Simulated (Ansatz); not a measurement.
Input of an Ansatz 0.2.0 run:

The input input.yaml:

```yaml
crystal:
  lattice:
    - [4.1981056157, 0.0, 0.0]
    - [-2.0990528078, 3.6356661109, 0.0]
    - [0.0, 0.0, 3.306847]
  atoms:
    - { symbol: Sn, position: [0.3333333333, 0.6666666667, 0.5] }
    - { symbol: Al, position: [0.0, 0.0, 0.0] }
kpoints:
  mp_grid: { grid: [7, 7, 8] }
  band_path:
    path:
      - [0.0, 0.0, 0.0]
      - [0.5, 0.0, 0.0]
      - [0.3333333333, 0.3333333333, 0.0]
      - [0.0, 0.0, 0.0]
      - [0.0, 0.0, 0.5]
      - [0.5, 0.0, 0.5]
      - [0.3333333333, 0.3333333333, 0.5]
      - [0.0, 0.0, 0.5]
    npoints: 12
scf:
  occupations: { method: fermi_dirac, width: 0.05 }
hamiltonian:
  xc: pbesol
  pseudopotentials: { kind: all_electron, lapw: { basis_error: 0.001 } }
output:
  forces: true
  stress: true
  eigenvalues: true
```

Potentials or basis: all-electron LAPW, scalar-relativistic.

The run is started by

```console
$ ansatz run input.yaml --threads 1 --pin off --max-ram 3072MiB --backend cpu --events-out ev --progress --plain --runs-dir out
```

Q: Predict the band gap along the path.

A: None (metal or under the smearing width).

Q: Predict the pressure.

A: -1.8 GPa.

Stress tensor (GPa, compression positive):
```
-1.85  0.00  0.00
 0.00 -1.85  0.00
 0.00  0.00 -1.68
```

Caveat: spin-orbit coupling is left out, which moves the levels of the heavy elements.
